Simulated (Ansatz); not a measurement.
# Cs2HgSe2: a Cs atom hops into a vacancy

One Cs atom is taken out of a 1×1×2 supercell of Cs2HgSe2. How high is the barrier for its neighbour Cs13, 3.92 Å away, to move into the hole? The program relaxes both ends, then the band.

All numbers below are computed with Ansatz 0.2.0 (DFT PBE, plane waves, PAW, scalar-relativistic, no spin polarisation).

## (1) The structure to begin with

The cell holds 19 atoms (Cs7Hg4Se8): a = 8.254 Å, b = 10.418 Å, c = 9.502 Å, α = 90.00°, β = 90.00°, γ = 90.00°.

The empty site lies at (5.02, 12.15, 7.12) Å, and Cs13 starts at (3.21, 8.67, 7.13) Å. All atoms were shaken by about 0.02 Å to break the symmetry.

The coordinates stand in the first input below.

## (2) Nudged elastic band

crystal.atoms is the first end and neb.final_atoms the second, which differs in Cs13 alone.

input.yaml reads:

```yaml
crystal:
  lattice:
    - [8.254359, 0.0, 0.0]
    - [0.0, 10.417864, 0.0]
    - [0.0, 0.0, 9.50236]
  atoms:
    - { symbol: Hg, position: [0.50173687, 0.49874254, -0.00162794] }
    - { symbol: Hg, position: [-0.00036497, 0.00150859, 0.00307478] }
    - { symbol: Cs, position: [0.39373992, 0.83252563, 0.24723452] }
    - { symbol: Cs, position: [0.60673252, 0.1684055, 0.24884972] }
    - { symbol: Cs, position: [0.89301172, 0.66541303, 0.25003229] }
    - { symbol: Cs, position: [0.10657503, 0.33542233, 0.24798265] }
    - { symbol: Se, position: [0.2303406, 0.59410202, -0.00204829] }
    - { symbol: Se, position: [0.77332445, 0.40744237, 0.00243257] }
    - { symbol: Se, position: [0.73332912, 0.90563498, 0.00237402] }
    - { symbol: Se, position: [0.26555298, 0.09363973, 0.0021592] }
    - { symbol: Hg, position: [0.50441754, 0.50056546, 0.49669957] }
    - { symbol: Hg, position: [7.005e-05, -0.00367402, 0.49990643] }
    - { symbol: Cs, position: [0.38934251, 0.83248166, 0.75027628] }
    - { symbol: Cs, position: [0.88977815, 0.67156041, 0.75143949] }
    - { symbol: Cs, position: [0.10496553, 0.33332352, 0.75033117] }
    - { symbol: Se, position: [0.23053208, 0.58899745, 0.50105088] }
    - { symbol: Se, position: [0.7726792, 0.40621804, 0.50198034] }
    - { symbol: Se, position: [0.73011982, 0.90689647, 0.49667679] }
    - { symbol: Se, position: [0.27346968, 0.09614909, 0.49878593] }
kpoints:
  mp_grid: { grid: [2, 2, 2] }
magnetization:
  spin_polarized: false
scf:
  occupations: { method: fermi_dirac, width: 0.1 }
hamiltonian:
  pseudopotentials: { kind: paw }
  xc: pbe
basis:
  ecutwfc: 420
neb:
  images: 3
  relax_end_points: true
  climbing: true
  f_tol: 0.05
  max_iterations: 40
  order_check: false
  final_atoms:
    - { symbol: Hg, position: [0.50173687, 0.49874254, -0.00162794] }
    - { symbol: Hg, position: [-0.00036497, 0.00150859, 0.00307478] }
    - { symbol: Cs, position: [0.39373992, 0.83252563, 0.24723452] }
    - { symbol: Cs, position: [0.60673252, 0.1684055, 0.24884972] }
    - { symbol: Cs, position: [0.89301172, 0.66541303, 0.25003229] }
    - { symbol: Cs, position: [0.10657503, 0.33542233, 0.24798265] }
    - { symbol: Se, position: [0.2303406, 0.59410202, -0.00204829] }
    - { symbol: Se, position: [0.77332445, 0.40744237, 0.00243257] }
    - { symbol: Se, position: [0.73332912, 0.90563498, 0.00237402] }
    - { symbol: Se, position: [0.26555298, 0.09363973, 0.0021592] }
    - { symbol: Hg, position: [0.50441754, 0.50056546, 0.49669957] }
    - { symbol: Hg, position: [7.005e-05, -0.00367402, 0.49990643] }
    - { symbol: Cs, position: [0.60858043, 1.16673868, 0.74980851] }
    - { symbol: Cs, position: [0.88977815, 0.67156041, 0.75143949] }
    - { symbol: Cs, position: [0.10496553, 0.33332352, 0.75033117] }
    - { symbol: Se, position: [0.23053208, 0.58899745, 0.50105088] }
    - { symbol: Se, position: [0.7726792, 0.40621804, 0.50198034] }
    - { symbol: Se, position: [0.73011982, 0.90689647, 0.49667679] }
    - { symbol: Se, position: [0.27346968, 0.09614909, 0.49878593] }
```

Launch:

```console
$ ansatz run input.yaml --threads 4 --pin off --max-ram 8192MiB --backend cpu --events-out ev --progress --plain --runs-dir out
```

Standard output (excerpt; [...] marks lines left out):

```text
Warning: neb: disabling space-group detection — the band's intermediate images generally break the endpoint symmetry, so no spatial operation reduces the k-mesh or symmetrises the density, except that a semilocal band can use its path's symmetry ahead of convergence; time reversal is [...]
Warning: RAYON_NUM_THREADS=4 ignored (pool sized by the plan → 4); use --threads N
[...]
Pseudopotentials: kind: paw
Pseudopotential: Hg, paw, valence charge 20, recommended cutoff 420 eV (normal), Hg.paw.azcp
Pseudopotential: Cs, paw, valence charge 9, recommended cutoff 420 eV (normal), Cs.paw.azcp
Pseudopotential: Se, paw, valence charge 16, recommended cutoff 420 eV (normal), Se.paw.azcp
Functional definition: PBE
[...]
parallel-image band execution: 3 concurrent image workers
NEB image 0
Crystal: 19 atoms, lattice volume = 817.134 Å³
Basis set: ecut = 420 eV, 15939 PW (Γ), exchange–correlation on 120×144×128 points (8 copies of the dense FFT grid, shifted against one another)
Bands: 163, of which v1, the nominal top of the filled ones, is band 136 counted from 1 (135 counted from 0)
Symmetry: 1 space group operations
k-points: 8
[...]
SCF iter   1: F=—  HF=-138716.741868 eV  |F-HF|=—  |Δ(HF+E_count)|=         —  Δρ=1.90e-3  dr2=9.62e-2  ethr=1.77e-3  ⟨swp⟩=9.1  Hψ=5804  notcnv=0  defer=9
[...]
NSCF: frozen V_eff on 8 k-points
NEB image 4
[...]
NSCF: frozen V_eff on 8 k-points
NEB end point (image 0): max|allowed force component| = 5.564e-1 eV/Å (the criterion of neb.relax_end_points is 1.000e-2)
NEB end point (image 4): max|allowed force component| = 6.509e-1 eV/Å (the criterion of neb.relax_end_points is 1.000e-2)
NEB image 0, for its relaxation
[...]
NEB image 0, for its relaxation
[...]
NEB image 0, for its relaxation
[...]
SCF iter   2: F=—  HF=-138716.951586 eV  |F-HF|=—  |Δ(HF+E_count)|=   1.55e-2  Δρ=3.32e-3  dr2=2.63e-1  ethr=1.64e-4  ⟨swp⟩=3.0  Hψ=2562  notcnv=0  defer=126
```

## (3) More of the same log

Output, continued (excerpt; [...] marks lines left out):

```text
SCF iter   3: F=—  HF=-138716.882586 eV  |F-HF|=—  |Δ(HF+E_count)|=   6.90e-2  Δρ=7.06e-4  dr2=1.35e-2  ethr=9.70e-5  ⟨swp⟩=2.0  Hψ=1859  notcnv=0  defer=126
[...]
NEB image 0, for its relaxation
[...]
NEB image 0, for its relaxation
[...]
NEB image 0, for its relaxation
[...]
NEB image 0
[...]
NSCF: frozen V_eff on 8 k-points
NEB end point (image 0): relaxed in 41 SCF iterations, 0.162994 eV lower, largest move of an atom 0.453 Å; not tested for a saddle point
NEB image 4, for its relaxation
[...]
NEB image 4, for its relaxation
[...]
NEB image 4, for its relaxation
[...]
NEB image 4, for its relaxation
[...]
NEB image 4, for its relaxation
[...]
SCF iter   4: F=—  HF=-138716.891415 eV  |F-HF|=—  |Δ(HF+E_count)|=   2.60e-4  Δρ=6.87e-5  dr2=9.23e-5  ethr=3.92e-7  ⟨swp⟩=2.0  Hψ=2200  notcnv=0  defer=128
```

## (4) The log goes on

The log, continued (excerpt; [...] marks lines left out):

```text
SCF iter   5: F=—  HF=-138716.891648 eV  |F-HF|=—  |Δ(HF+E_count)|=   2.33e-4  Δρ=1.80e-5  dr2=7.99e-6  ethr=3.41e-8  ⟨swp⟩=2.0  Hψ=1585  notcnv=0  defer=128
[...]
NEB image 4
[...]
NSCF: frozen V_eff on 8 k-points
NEB end point (image 4): relaxed in 36 SCF iterations, 0.151786 eV lower, largest move of an atom 0.427 Å; not tested for a saddle point
NEB image 1
[...]
NEB image 2
[...]
NEB image 3
[...]
SCF iter   9: F=-138716.741755 eV  HF=-138716.741755 eV  |F-HF|=4.22e-9  |Δ(HF+E_count)|=   1.47e-8  Δρ=7.27e-7  dr2=9.94e-9  ethr=3.69e-11  ⟨swp⟩=4.0  Hψ=3611  notcnv=0
[...]
NEB iter   1: max|band force component| = 2.994e-1 eV/Å  barrier→ = 0.2942 eV  barrier← = 0.2941 eV  CI = image 2  Δτ_max = 0.1179 Å  (48 SCF iters)
[...]
NEB iter   3: max|band force component| = 1.856e-2 eV/Å  barrier→ = 0.1859 eV  barrier← = 0.1858 eV  CI = image 2  Δτ_max = 0.0249 Å  (22 SCF iters)
[...]
    - { symbol: Se, position: [0.7405864905026741, 0.8892110463620334, 0.022365411183142746] }
    - { symbol: Se, position: [0.2602809514921315, 0.11101548350024247, 0.022365554098207615] }
    - { symbol: Hg, position: [0.5004874026198012, 0.5001386661590759, 0.5096826164276352] }
    - { symbol: Hg, position: [0.0004623036590487067, 0.0001295586461094392, 0.48011788286650353] }
    - { symbol: Cs, position: [0.5004762628711609, 1.000155384137385, 0.7498601768016527] }
    - { symbol: Cs, position: [0.8989210099228059, 0.6721490682437173, 0.7498637238418332] }
    - { symbol: Cs, position: [0.10203821880810776, 0.3281229045460211, 0.749859696606631] }
    - { symbol: Se, position: [0.23201047337256672, 0.5987974075173931, 0.5058632406000687] }
    - { symbol: Se, position: [0.7689587424981273, 0.4014706436639673, 0.5058376632814279] }
    - { symbol: Se, position: [0.740617258878639, 0.8892233054943932, 0.4773660493611675] }
    - { symbol: Se, position: [0.26030666255735785, 0.11103659444985016, 0.4773559819512293] }
```

Wall time 7.6 min (4 threads of Arm Neoverse V1, shared host); peak memory 4.9 GiB.

## (5) The band, image by image

The 3 inner images lie between the fixed ends 0 and 4. Energy is taken from image 0, and the path length is the program's own coordinate along the band.

| image | path (Å) | energy (eV) | Cs13 x y z (Å) | band force (eV/Å) |
| --- | --- | --- | --- | --- |
| 0 | 0.000 | 0.0000 | 3.38 9.09 7.13 | - |
| 1 | 0.776 | 0.0955 | 3.74 9.73 7.13 | 0.022 |
| 2* | 1.557 | 0.1835 | 4.13 10.42 7.13 | 0.008 |
| 3 | 2.341 | 0.0949 | 4.52 11.12 7.13 | 0.022 |
| 4 | 3.120 | 0.0002 | 4.88 11.75 7.13 | - |

The star marks the climbing image.

image, energy (eV) and a bar:
```
        0      0.000 
        1      0.096 ################
        2      0.184 ##############################
        3      0.095 ################
        4      0.000
```

How the highest energy settled:

| iteration | highest image above image 0 (eV) | largest band force (eV/Å) |
| --- | --- | --- |
| 1 | 0.2942 | 0.299 |
| 2 | 0.1945 | 0.070 |
| 3 | 0.1859 | 0.019 |
| 4 | 0.1835 | 0.022 |

The band as a trajectory file:

```xyz
19
Lattice="8.254 0.000 0.000 0.000 10.418 0.000 0.000 0.000 9.502" Properties=species:S:1:pos:R:3 pbc="T T T" image=0 dE=0.0000
Hg    4.189    5.212   -0.060
Hg   -0.101   -0.023    0.103
Cs    3.174    8.647    2.374
Cs    5.025    1.732    2.375
Cs    7.401    6.902    2.374
Cs    0.951    3.536    2.374
Se    1.956    6.216   -0.084
Se    6.420    4.225    0.022
Se    5.975    9.295    0.106
Se    2.118    0.997    0.098
Hg    4.189    5.214    4.809
Hg   -0.102   -0.025    4.645
Cs    3.382    9.094    7.126
Cs    7.397    6.945    7.126
Cs    0.893    3.348    7.125
Se    1.956    6.217    4.833
Se    6.419    4.225    4.727
Se    5.974    9.294    4.644
Se    2.117    0.996    4.650
19
Lattice="8.254 0.000 0.000 0.000 10.418 0.000 0.000 0.000 9.502" Properties=species:S:1:pos:R:3 pbc="T T T" image=1 dE=0.0955
Hg    4.142    5.204   -0.088
Hg   -0.023   -0.009    0.168
Cs    3.188    8.640    2.374
Cs    5.049    1.749    2.374
Cs    7.381    6.836    2.374
Cs    0.900    3.582    2.374
Se    1.923    6.230   -0.082
Se    6.369    4.205   -0.030
Se    6.069    9.284    0.185
Se    2.151    1.100    0.180
Hg    4.142    5.205    4.837
Hg   -0.023   -0.009    4.580
Cs    3.742    9.726    7.125
Cs    7.405    6.979    7.126
Cs    0.858    3.374    7.125
Se    1.923    6.230    4.831
Se    6.368    4.205    4.779
Se    6.069    9.283    4.563
Se    2.152    1.100    4.568
19
Lattice="8.254 0.000 0.000 0.000 10.418 0.000 0.000 0.000 9.502" Properties=species:S:1:pos:R:3 pbc="T T T" image=2 dE=0.1835
Hg    4.131    5.210   -0.095
Hg    0.004    0.001    0.186
Cs    3.196    8.662    2.374
Cs    5.066    1.759    2.374
Cs    7.374    6.810    2.374
Cs    0.888    3.610    2.374
Se    1.915    6.238   -0.058
Se    6.347    4.182   -0.058
Se    6.113    9.264    0.213
Se    2.148    1.157    0.213
Hg    4.131    5.210    4.843
Hg    0.004    0.001    4.562
Cs    4.131   10.419    7.125
Cs    7.420    7.002    7.125
Cs    0.842    3.418    7.125
Se    1.915    6.238    4.807
Se    6.347    4.182    4.807
Se    6.113    9.264    4.536
Se    2.149    1.157    4.536
19
Lattice="8.254 0.000 0.000 0.000 10.418 0.000 0.000 0.000 9.502" Properties=species:S:1:pos:R:3 pbc="T T T" image=3 dE=0.0949
Hg    4.121    5.216   -0.088
Hg    0.029    0.011    0.168
Cs    3.213    8.671    2.375
Cs    5.073    1.781    2.374
Cs    7.363    6.840    2.374
Cs    0.881    3.584    2.374
Se    1.894    6.214   -0.030
Se    6.341    4.191   -0.082
Se    6.109    9.321    0.180
Se    2.192    1.135    0.185
Hg    4.121    5.216    4.837
Hg    0.030    0.012    4.580
Cs    4.522   11.116    7.125
Cs    7.406    7.047    7.125
Cs    0.858    3.441    7.125
Se    1.894    6.214    4.779
Se    6.341    4.191    4.830
Se    6.110    9.321    4.569
Se    2.193    1.136    4.563
19
Lattice="8.254 0.000 0.000 0.000 10.418 0.000 0.000 0.000 9.502" Properties=species:S:1:pos:R:3 pbc="T T T" image=4 dE=0.0002
Hg    4.077    5.206   -0.060
Hg    0.104    0.028    0.107
Cs    3.236    8.685    2.376
Cs    5.085    1.777    2.374
Cs    7.316    6.887    2.373
Cs    0.857    3.519    2.374
Se    1.844    6.189    0.021
Se    6.311    4.205   -0.085
Se    6.137    9.429    0.096
Se    2.286    1.120    0.108
Hg    4.076    5.206    4.809
Hg    0.108    0.029    4.641
Cs    4.878   11.754    7.126
Cs    7.375    7.076    7.125
Cs    0.867    3.470    7.126
Se    1.843    6.189    4.728
Se    6.310    4.205    4.833
Se    6.141    9.431    4.652
Se    2.289    1.123    4.640
```

## (6) Outcome

```
                    quantity                                                                   value
      relaxation of the ends  0.163 eV lower, moves up to 0.45 Å; 0.152 eV lower, moves up to 0.43 Å
            barrier forwards                                                                 0.18 eV
           barrier backwards                                                                 0.18 eV
second end relative to first                                                                0.000 eV
               highest image                                                   2 of 0 to 4, climbing
             band iterations                                                                       4
```

What this shows: The barrier from the first end is 0.18 eV, 7 times kT at 300 K, which at an assumed attempt frequency of 10^13 s⁻¹ means a rate near 10^10 s⁻¹. The ends differ by 1 meV at most. The input switches the test of curvatures off, so the top was not shown to be a first-order saddle. The cell of 19 atoms is small, so the barrier is not converged with size.
